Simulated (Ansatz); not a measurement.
**EuBr2 (MoSi2 type): from the first guess to the electronic structure**

Task: find the zero-pressure cell of EuBr2 (MoSi2 type) and describe its electrons. The start comes from a prototype table, not from a measured structure.

Method: DFT PBEsol, scalar-relativistic, plane waves, PAW, in Ansatz 0.2.0.

4 further runs of the same task are left out: 4 that didn't finish.

## 1. The starting structure

Symmetry: I4/mmm, No. 139, tetragonal system. The conventional cell has a = 4.058 Å, b = 4.058 Å, c = 9.932 Å, α = 90.00°, β = 90.00°, γ = 90.00°. Around Eu (site symmetry 4/mmm) lie 10 Br at 3.30 to 3.33 Å. Around Br (site symmetry 4mm) lie 5 Br at 3.27 to 3.33 Å and 5 Eu at 3.30 to 3.33 Å.

As a file:

```xyz
3
Lattice="-2.0290 2.0290 4.9660 2.0290 -2.0290 4.9660 2.0290 2.0290 -4.9660" Properties=species:S:1:pos:R:3 pbc="T T T"
Eu    0.0000    0.0000    0.0000
Br    0.0000    0.0000    3.3302
Br    0.0000    0.0000    6.6019
```

Starting moments: Eu 7.00 μB.

## 2. Full relaxation

Contents of input.yaml:

```yaml
crystal:
  lattice:
    - [-2.0289924317, 2.0289924317, 4.9660450368]
    - [2.0289924317, -2.0289924317, 4.9660450368]
    - [2.0289924317, 2.0289924317, -4.9660450368]
  atoms:
    - { symbol: Eu, position: [0.0, 0.0, 0.0], spin: 7.0 }
    - { symbol: Br, position: [0.3353, 0.3353, 0.0] }
    - { symbol: Br, position: [0.6647, 0.6647, 0.0] }
basis:
  ecutwfc: 420
  ecutrho_ratio: 4
kpoints:
  mp_grid: { grid: [10, 10, 10] }
hamiltonian:
  xc: pbesol
scf:
  occupations: { method: gaussian, width: 0.05 }
output:
  forces: true
  stress: true
  eigenvalues: true
  populations: true
magnetization:
  spin_polarized: true
relax:
  f_tol: 0.01
  max_steps: 60
  cell: { stress_tol: 0.04 }
```

Started as:

```sh
> ansatz run input.yaml --threads 4 --pin off --max-ram 4096MiB --backend cpu --events-out ev --progress --plain --runs-dir out
```

The runs that follow: Bands and density of states at the final cell.

Q: Predict the outcome of this session. Wanted: space group; conventional cell; volume; pressure; gap; states at the Fermi level; spin moments in spheres; highest ELF outside the cores.

**Answer**, as computed:

```
                     quantity                                                                       value
                  space group                                                            I4/mmm (No. 139)
            conventional cell  a = 3.725 Å, b = 3.725 Å, c = 12.674 Å, α = 90.00°, β = 90.00°, γ = 90.00°
                       volume                                                              29.303 Å³/atom
                     pressure                                                                    0.00 GPa
                          gap                                                                none (metal)
    states at the Fermi level    about 6.5 (mean within 0.5 eV; 0.22 at the level itself) per eV per cell
      spin moments in spheres                                                                  Eu 6.86 μB
highest ELF outside the cores                                                   0.91, about 0.9 Å from Br
```

From the first run shown, the volume went from 27.26 to 29.30 Å³/atom (+7.5 %) in one relaxation, where the pressure is zero within 0.01 GPa. Only this one magnetic order is considered here. There is no gap at this level of theory; the largest share of the states at the Fermi level is Eu 4f (98 % of the projected weight). No U or exact exchange acts on the open f shell of Eu, so the metal found here may be the functional's error. No dispersion term is included, so distances between weakly bound layers or units are the least certain numbers. Spin–orbit coupling is left out, though the cell holds Eu; it splits the 4f levels.
